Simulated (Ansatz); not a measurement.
# C3H5BS: how energies converge with the basis set

Aim: see how fast density functionals converge with the basis set for C3H5BS.

The runs use Ansatz 0.2.0, Gaussian basis; one geometry, several basis sets.

Levels to be run: PBE0-D4/def2-SVP; ωB97M-V/def2-SVP; PBE0-D4/def2-QZVPP; ωB97M-V/def2-QZVPP; the functionals' def2-TZVPP values are taken from earlier runs.

## 1. The relaxed structure

All runs share one geometry, relaxed beforehand with PBE0-D4/def2-TZVP.

SMILES `BC1=C(S)C1`, 10 atoms, charge 0, spin multiplicity 1.

Atoms are counted from 1 here; the program's logs count them from 0.

Bond lengths: B1–C2 1.501 Å, B1–H6 1.198 Å, B1–H7 1.195 Å, C2–C3 1.320 Å, C2–C5 1.518 Å, C3–S4 1.683 Å, C3–C5 1.476 Å, S4–H8 1.347 Å, C5–H9 1.090 Å, C5–H10 1.090 Å. Angles: C2–B1–H6 118.9°, C2–B1–H7 121.2°, H6–B1–H7 119.9°, B1–C2–C3 147.7°, B1–C2–C5 150.0°, C3–C2–C5 62.2°, C2–C3–S4 153.1°, C2–C3–C5 65.5°, S4–C3–C5 141.4°, C3–S4–H8 97.3°, C2–C5–C3 52.3°, C2–C5–H9 119.8°, C2–C5–H10 119.8°, C3–C5–H9 118.6°, C3–C5–H10 118.6°, H9–C5–H10 114.1°.

## 2. PBE0-D4 in def2-SVP

File in.yaml:

```yaml
crystal:
  periodic: [false, false, false]
  atoms:
    - {symbol: B, position_ang: [-0.775561, 1.590062, -0.371240]}
    - {symbol: C, position_ang: [0.060637, 0.371151, -0.111336]}
    - {symbol: C, position_ang: [0.101134, -0.899572, 0.243118]}
    - {symbol: S, position_ang: [-0.610356, -2.347755, 0.723266]}
    - {symbol: C, position_ang: [1.418823, -0.305019, -0.056492]}
    - {symbol: H, position_ang: [-1.963173, 1.517589, -0.232561]}
    - {symbol: H, position_ang: [-0.277770, 2.622084, -0.711422]}
    - {symbol: H, position_ang: [-1.887327, -1.917674, 0.730295]}
    - {symbol: H, position_ang: [1.920639, -0.587992, -0.981527]}
    - {symbol: H, position_ang: [2.096054, -0.093975, 0.770800]}
basis:
  gaussian: {orbitals: def2-SVP}
hamiltonian: {xc: pbe0, dispersion: d4}
output: {orbitals: {seedname: orbitals}}
```

The run is started by

```bash
ansatz run in.yaml --threads 2 --pin off --events-out ev --progress --plain --max-ram 4352MiB
```

After this run come: ωB97M-V in def2-SVP; PBE0-D4 in def2-QZVPP; ωB97M-V in def2-QZVPP.

Q: Predict the results of all the runs planned. Wanted: PBE0-D4: double and triple zeta above quadruple; ωB97M-V: double and triple zeta above quadruple.

As calculated:

| quantity | value |
| --- | --- |
| PBE0-D4: double and triple zeta above quadruple | 8.45, 0.54 eV |
| ωB97M-V: double and triple zeta above quadruple | 8.61, 0.50 eV |

What this shows: For PBE0-D4 the step from double to triple zeta gains 7.91 eV and the next only 0.54 eV. These are total energies; as a rule much of such shifts cancels in differences, which this series doesn't test.
